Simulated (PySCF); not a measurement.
# C₇H₇F+ (doublet): open-shell or spin-flip excitations

What do calculations give for the open-shell or spin-flip excitations of C₇H₇F+ (doublet) (`FC[C+]1[CH]C=CC=C1`)?

Programs: PySCF 2.14.0, with routines of our own; each step states its level. All values are computed. Atoms count from 0.

## 1. The starting structure

15 atoms, charge 1, multiplicity 2; geometry from: GFN2-xTB.

## 2. Open-shell or spin-flip excitations: unrestricted TDA PBE0/def2-SVPD

What the job is given:

```
{"job": {"kind": "uabs", "xc": "PBE0", "basis": "def2-SVPD", "nstates": 10, "tda": true}, "charge": 1, "multiplicity": 2}
F      2.787453    -1.052212    -0.109279
C      2.170157     0.142848    -0.024195
C      0.695910     0.053789    -0.083526
C      0.052851    -1.185814    -0.296616
C     -1.311852    -1.279939    -0.154815
C     -2.060838    -0.118208     0.081868
C     -1.432499     1.114758     0.311265
C     -0.069438     1.217376     0.180544
H      2.527366     0.759788    -0.874091
H      2.536771     0.648547     0.886895
H      0.644742    -2.056854    -0.540977
H     -1.806170    -2.232439    -0.274342
H     -3.140371    -0.158979     0.007937
H     -2.022425     1.986692     0.552392
H      0.423930     2.168636     0.315029
```

With the program's defaults for keys left out, this is: unrestricted TDA PBE0/def2-SVPD, vertical, gas phase, core orbitals frozen in the response.

Command:

```bash
OMP_NUM_THREADS=1 python excited_run.py task.json out
```

The driver reads the jobs from task.json and runs them one after another.

The program printed:

```text
coarse grid: 13032 points
cycle   1  E = -369.6951160213  dE =  1.525e+00  |g| = 3.187e-01  |ddm| = 8.250e+00
cycle   2  E = -369.6445406598  dE =  5.058e-02  |g| = 5.020e-01  |ddm| = 2.307e+00
cycle   3  E = -369.7379646310  dE = -9.342e-02  |g| = 5.722e-02  |ddm| = 8.750e-01
cycle   4  E = -369.7386552851  dE = -6.907e-04  |g| = 4.369e-02  |ddm| = 2.616e-01
cycle   5  E = -369.7397353357  dE = -1.080e-03  |g| = 1.165e-02  |ddm| = 1.454e-01
cycle   6  E = -369.7398286443  dE = -9.331e-05  |g| = 5.164e-03  |ddm| = 9.068e-02
cycle   7  E = -369.7398526533  dE = -2.401e-05  |g| = 1.534e-03  |ddm| = 5.702e-02
cycle   8  E = -369.7398574086  dE = -4.755e-06  |g| = 9.762e-04  |ddm| = 1.534e-02
final grid: 127664 points
cycle   9  E = -369.7931266714  dE = -3.640e-05  |g| = 4.824e-03  |ddm| = 1.651e-01
cycle  10  E = -369.7931230105  dE =  3.661e-06  |g| = 5.838e-03  |ddm| = 1.430e-01
cycle  11  E = -369.7931389098  dE = -1.590e-05  |g| = 8.597e-04  |ddm| = 7.335e-02
cycle  12  E = -369.7931392292  dE = -3.194e-07  |g| = 1.826e-04  |ddm| = 5.001e-03
cycle  13  E = -369.7931392735  dE = -4.435e-08  |g| = 1.680e-04  |ddm| = 3.125e-03
cycle  14  E = -369.7931393100  dE = -3.646e-08  |g| = 8.243e-05  |ddm| = 7.715e-04
cycle  15  E = -369.7931393467  dE = -3.675e-08  |g| = 5.207e-05  |ddm| = 1.320e-03
cycle  16  E = -369.7931393648  dE = -1.810e-08  |g| = 4.098e-05  |ddm| = 8.565e-04
cycle  17  E = -369.7931393730  dE = -8.196e-09  |g| = 1.931e-05  |ddm| = 5.804e-04
cycle  18  E = -369.7931393762  dE = -3.134e-09  |g| = 2.163e-05  |ddm| = 3.105e-04
cycle  19  E = -369.7931393782  dE = -2.078e-09  |g| = 7.550e-06  |ddm| = 3.631e-04
cycle  20  E = -369.7931393787  dE = -4.929e-10  |g| = 3.331e-06  |ddm| = 2.050e-04
converged SCF energy = -369.7931393787

Static polarisability (au): isotropic 79.195, principal 44.151 77.145 116.288

<S^2> of the reference = 0.7650 (exact 0.7500)

Excitations
state   eV       nm        f      <S^2>   main configurations
  1   0.8771   1413.6   0.00004   0.793   Hb->Lb 0.98
  2   2.7589    449.4   0.00064   0.782   H-2b->Lb 0.95
  3   2.9059    426.7   0.10039   0.800   H-1b->Lb 0.87
  4   3.0608    405.1   0.00683   0.781   H-3b->Lb 0.95
  5   3.6409    340.5   0.00109   0.887   H-4b->Lb 0.79
  6   3.7947    326.7   0.00029   0.863   H-5b->Lb 0.89
  7   4.6270    268.0   0.01254   2.250   Ha->L+1a 0.33, Hb->L+1b 0.20, H-1a->La 0.14, Hb->L+2b 0.12
  8   4.8360    256.4   0.01829   2.569   Ha->La 0.60, Hb->L+2b 0.17, Hb->L+1b 0.08
  9   5.2987    234.0   0.00074   0.813   H-6b->Lb 0.96
 10   5.5873    221.9   0.00380   0.838   H-7b->Lb 0.88
```

Run time: 83 s. Hardware: 1 thread of Arm Neoverse V1, shared host; peak memory 0.76 GiB.

Key values:

```csv
quantity,value
⟨S²⟩,0.765
```

Löwdin spin populations:

F0 0.01; C1 0.05; C2 0.28; C3 0.07; C4 0.05; C5 0.32; C6 0.03; C7 0.09; H8 0.04; H9 0.03; H10 0.00; H11 0.00; H12 0.01; H13 0.00; H14 0.00

With diffuse functions Löwdin's scheme smears the spin, so small populations can have the wrong sign.

The fields below are evaluated on a grid from the run's orbitals.

ELF in a plane through or near 13 of the atoms.

Values, 10 rows by 14 columns:
```
0.00 0.00 0.00 0.00 0.00 0.00 0.00 0.00 0.00 0.00 0.00 0.00 0.00 0.00
0.00 0.00 0.00 0.00 0.00 0.00 0.06 0.00 0.00 0.02 0.00 0.00 0.00 0.00
0.00 0.00 0.00 0.00 0.00 0.56 0.99 0.51 0.22 0.99 0.94 0.01 0.00 0.00
0.00 0.00 0.00 0.06 0.07 0.04 0.94 0.46 0.54 0.98 0.36 0.00 0.00 0.00
0.00 0.00 0.02 0.41 0.68 0.30 0.85 0.43 0.43 0.85 0.42 0.71 0.07 0.00
0.00 0.00 0.03 0.25 0.29 0.90 0.24 0.43 0.34 0.47 0.99 1.00 0.59 0.00
0.00 0.00 0.38 0.83 0.82 0.04 0.61 0.40 0.38 0.60 0.05 0.08 0.00 0.00
0.00 0.00 0.03 0.27 0.35 0.11 1.00 0.60 0.57 1.00 0.88 0.01 0.00 0.00
0.00 0.00 0.00 0.00 0.00 0.02 0.77 0.03 0.04 0.84 0.19 0.00 0.00 0.00
0.00 0.00 0.00 0.00 0.00 0.00 0.00 0.00 0.00 0.00 0.00 0.00 0.00 0.00
```
The map spans 11.5 Å across and 9.6 Å up, centred on the molecule. Atoms in the plane (x, y in Å): F0 (-2.7, -1.2), C1 (-2.2, 0.1), C2 (-0.7, 0.0), C3 (0.0, -1.2), C4 (1.4, -1.2), C5 (2.1, 0.0), C6 (1.4, 1.2), C7 (0.0, 1.2), H10 (-0.6, -2.1), H11 (1.9, -2.2), H12 (3.1, 0.0), H13 (1.9, 2.1), H14 (-0.5, 2.2).

log10 of the density (e/Å³) in the same plane.

Ten even steps from ' ' (-4.0) to '@' (1.7):
```
                                                        
                                                        
                    ....::::..............              
                  ..::--------::--------::..            
              ....::--++++++++====++++++==--..          
          ..::::::--==++####**++++**##**==--::          
        ..::----======++##############**==--::..        
      ..::--==++++++++++**%%@@####@@##**====--::..      
      ..::==++**********##############**++++==--::      
      ..--==****%%%%####@@##**++**##%%######**==--..    
      ::--++****##%%####@@##**++**##%%######**==--..    
    ..::==**##%%%%******##############****++==--::..    
    ..::==**%%@@%%**++**##%%%%##%%@@##**====--::..      
    ..::==++######**++**##############**==--::..        
      ..::====++++====++##****++****##**==--::          
        ..::----------++++++======++++++----..          
                ....::--------::--------::..            
                    ..............::::....              
                                                        
                                                        
```
The map spans 11.5 Å across and 9.6 Å up, centred on the molecule. Atoms in the plane (x, y in Å): F0 (-2.7, -1.2), C1 (-2.2, 0.1), C2 (-0.7, 0.0), C3 (0.0, -1.2), C4 (1.4, -1.2), C5 (2.1, 0.0), C6 (1.4, 1.2), C7 (0.0, 1.2), H10 (-0.6, -2.1), H11 (1.9, -2.2), H12 (3.1, 0.0), H13 (1.9, 2.1), H14 (-0.5, 2.2).

On the surface of density 0.002 e/bohr³ the electrostatic potential runs, from the 1st to the 99th percentile, from 2.58 V near F0 to 5.63 V near H14.

The spin density lies nearest to C2, C5 about 29 % each; C7 8 %; C3 7 %.

## 3. Open-shell or spin-flip excitations: unrestricted TDA PBE0/def2-SVPD in water

Settings changed since step 2:

```diff
@@ -1,2 +1,2 @@
-{"job": {"kind": "uabs", "xc": "PBE0", "basis": "def2-SVPD", "nstates": 10, "tda": true}, "charge": 1, "multiplicity": 2}
+{"job": {"kind": "uabs", "xc": "PBE0", "basis": "def2-SVPD", "nstates": 10, "tda": true, "solvent": "water", "pol": false}, "charge": 1, "multiplicity": 2}
 F      2.787453    -1.052212    -0.109279
```

With the program's defaults for keys left out, this is: unrestricted TDA PBE0/def2-SVPD, vertical, IEF-PCM water (non-equilibrium linear response), core orbitals frozen in the response.

The program printed:

```text
coarse grid: 13032 points
cycle   1  E = -369.7890215578  dE =  1.431e+00  |g| = 3.019e-01  |ddm| = 8.176e+00
cycle   2  E = -369.7595876994  dE =  2.943e-02  |g| = 4.311e-01  |ddm| = 1.818e+00
cycle   3  E = -369.8272578020  dE = -6.767e-02  |g| = 4.191e-02  |ddm| = 7.558e-01
cycle   4  E = -369.8277566939  dE = -4.989e-04  |g| = 3.014e-02  |ddm| = 2.007e-01
cycle   5  E = -369.8282786334  dE = -5.219e-04  |g| = 8.007e-03  |ddm| = 1.086e-01
cycle   6  E = -369.8283319461  dE = -5.331e-05  |g| = 3.932e-03  |ddm| = 5.436e-02
cycle   7  E = -369.8283463102  dE = -1.436e-05  |g| = 1.228e-03  |ddm| = 4.223e-02
cycle   8  E = -369.8283489395  dE = -2.629e-06  |g| = 3.640e-04  |ddm| = 1.120e-02
final grid: 127664 points
cycle   9  E = -369.8816101755  dE = -3.810e-05  |g| = 4.371e-03  |ddm| = 1.663e-01
cycle  10  E = -369.8816103564  dE = -1.810e-07  |g| = 4.728e-03  |ddm| = 1.436e-01
cycle  11  E = -369.8816202502  dE = -9.894e-06  |g| = 7.909e-04  |ddm| = 6.779e-02
cycle  12  E = -369.8816204805  dE = -2.303e-07  |g| = 1.407e-04  |ddm| = 4.990e-03
cycle  13  E = -369.8816205023  dE = -2.184e-08  |g| = 9.318e-05  |ddm| = 2.374e-03
cycle  14  E = -369.8816205147  dE = -1.232e-08  |g| = 5.015e-05  |ddm| = 6.998e-04
cycle  15  E = -369.8816205264  dE = -1.178e-08  |g| = 3.193e-05  |ddm| = 7.637e-04
cycle  16  E = -369.8816205344  dE = -7.993e-09  |g| = 2.138e-05  |ddm| = 5.026e-04
cycle  17  E = -369.8816205379  dE = -3.446e-09  |g| = 1.277e-05  |ddm| = 3.788e-04
cycle  18  E = -369.8816205399  dE = -2.065e-09  |g| = 7.714e-06  |ddm| = 3.268e-04
cycle  19  E = -369.8816205404  dE = -4.853e-10  |g| = 5.024e-06  |ddm| = 1.536e-04
converged SCF energy = -369.8816205404

<S^2> of the reference = 0.7651 (exact 0.7500)

Excitations
state   eV       nm        f      <S^2>   main configurations
  1   0.8824   1405.1   0.00005   0.794   Hb->Lb 0.98
  2   2.9170    425.0   0.00245   0.783   H-2b->Lb 0.89
  3   3.0223    410.2   0.07931   0.809   H-1b->Lb 0.60, H-3b->Lb 0.25
  4   3.0792    402.7   0.03854   0.799   H-3b->Lb 0.71, H-1b->Lb 0.22
  5   3.8046    325.9   0.01045   0.879   H-4b->Lb 0.77, H-1b->Lb 0.09
  6   3.9277    315.7   0.00182   0.870   H-5b->Lb 0.88
  7   4.6406    267.2   0.01719   2.196   Ha->L+1a 0.35, H-1a->La 0.20, Hb->L+1b 0.16, Hb->L+2b 0.14
  8   4.8285    256.8   0.02460   2.557   Ha->La 0.68, Hb->L+2b 0.14, Hb->L+1b 0.10
  9   5.2811    234.8   0.00094   0.813   H-6b->Lb 0.96
 10   5.6283    220.3   0.07427   0.992   H-1a->La 0.37, H-1a->L+1a 0.26, Hb->L+2b 0.20
```

Wall time 61 s (1 thread of Arm Neoverse V1, shared host); peak memory 0.86 GiB.

Key values:

```csv
quantity,value
⟨S²⟩,0.765
```

## 4. Open-shell or spin-flip excitations: unrestricted TDDFT M06/def2-SVPD in acetonitrile

Settings changed since step 3:

```diff
@@ -1,2 +1,2 @@
-{"job": {"kind": "uabs", "xc": "PBE0", "basis": "def2-SVPD", "nstates": 10, "tda": true, "solvent": "water", "pol": false}, "charge": 1, "multiplicity": 2}
+{"job": {"kind": "uabs", "xc": "M06", "basis": "def2-SVPD", "nstates": 2, "tda": false, "solvent": "acetonitrile", "scf": {"guess": "atom", "fallback": true}}, "charge": 1, "multiplicity": 2}
 F      2.787453    -1.052212    -0.109279
```

Level: unrestricted TDDFT M06/def2-SVPD, vertical, IEF-PCM acetonitrile (non-equilibrium linear response), core orbitals frozen in the response.

The program printed:

```text
final grid: 127664 points
cycle   1  E = -369.8555967763  dE =  2.768e+00  |g| = 5.855e-01  |ddm| = 1.197e+01
cycle   2  E = -369.8742469868  dE = -1.865e-02  |g| = 5.794e-01  |ddm| = 8.964e+00
cycle   3  E = -370.0443225672  dE = -1.701e-01  |g| = 8.413e-02  |ddm| = 7.483e+00
cycle   4  E = -370.0468307473  dE = -2.508e-03  |g| = 4.748e-02  |ddm| = 1.444e+00
cycle   5  E = -370.0480024097  dE = -1.172e-03  |g| = 1.460e-02  |ddm| = 5.314e-01
cycle   6  E = -370.0481408051  dE = -1.384e-04  |g| = 6.378e-03  |ddm| = 7.790e-02
cycle   7  E = -370.0481730736  dE = -3.227e-05  |g| = 2.183e-03  |ddm| = 3.645e-02
cycle   8  E = -370.0481792563  dE = -6.183e-06  |g| = 1.356e-03  |ddm| = 2.140e-02
cycle   9  E = -370.0481808673  dE = -1.611e-06  |g| = 3.532e-04  |ddm| = 2.023e-02
cycle  10  E = -370.0481811268  dE = -2.596e-07  |g| = 1.206e-04  |ddm| = 1.548e-02
cycle  11  E = -370.0481812100  dE = -8.316e-08  |g| = 1.245e-04  |ddm| = 3.676e-03
cycle  12  E = -370.0481812395  dE = -2.953e-08  |g| = 6.397e-05  |ddm| = 1.158e-03
cycle  13  E = -370.0481812819  dE = -4.237e-08  |g| = 6.052e-05  |ddm| = 1.229e-03
cycle  14  E = -370.0481812983  dE = -1.639e-08  |g| = 3.867e-05  |ddm| = 6.469e-04
cycle  15  E = -370.0481813107  dE = -1.237e-08  |g| = 2.480e-05  |ddm| = 8.203e-04
cycle  16  E = -370.0481813140  dE = -3.380e-09  |g| = 9.494e-06  |ddm| = 4.774e-04
cycle  17  E = -370.0481813145  dE = -4.408e-10  |g| = 6.399e-06  |ddm| = 3.711e-04
converged SCF energy = -370.0481813145

Static polarisability (au): isotropic 112.445, principal 62.408 109.186 165.743

<S^2> of the reference = 0.7626 (exact 0.7500)

Excitations
state   eV       nm        f      <S^2>   main configurations
  1   0.6902   1796.4   0.00002   0.795   Hb->Lb 1.00
  2   2.8856    429.7   0.06365   0.822   H-1b->Lb 0.60, H-2b->Lb 0.22
```

Run time: 2.6 min. Hardware: 1 thread of Arm Neoverse V1, shared host; peak memory 1 GiB.

In short:

```csv
quantity,value
⟨S²⟩,0.763
```

## 5. Summary of results

```
                                                                                                       quantity                        value
                lowest and brightest state of nearly pure spin, of 10 (step 2, unrestricted TDA PBE0/def2-SVPD)  0.88 eV; 2.91 eV, f = 0.100
       lowest and brightest state of nearly pure spin, of 10 (step 3, unrestricted TDA PBE0/def2-SVPD in water)  0.88 eV; 3.02 eV, f = 0.079
lowest and brightest state of nearly pure spin, of 2 (step 4, unrestricted TDDFT M06/def2-SVPD in acetonitrile)  0.69 eV; 2.89 eV, f = 0.064
```

In words: States whose ⟨S²⟩ lies well above the reference's are mixtures of spin states, an artefact of the unrestricted response, and are left out of the summary. The lowest state of nearly pure spin runs from 0.69 to 0.88 eV over the runs.
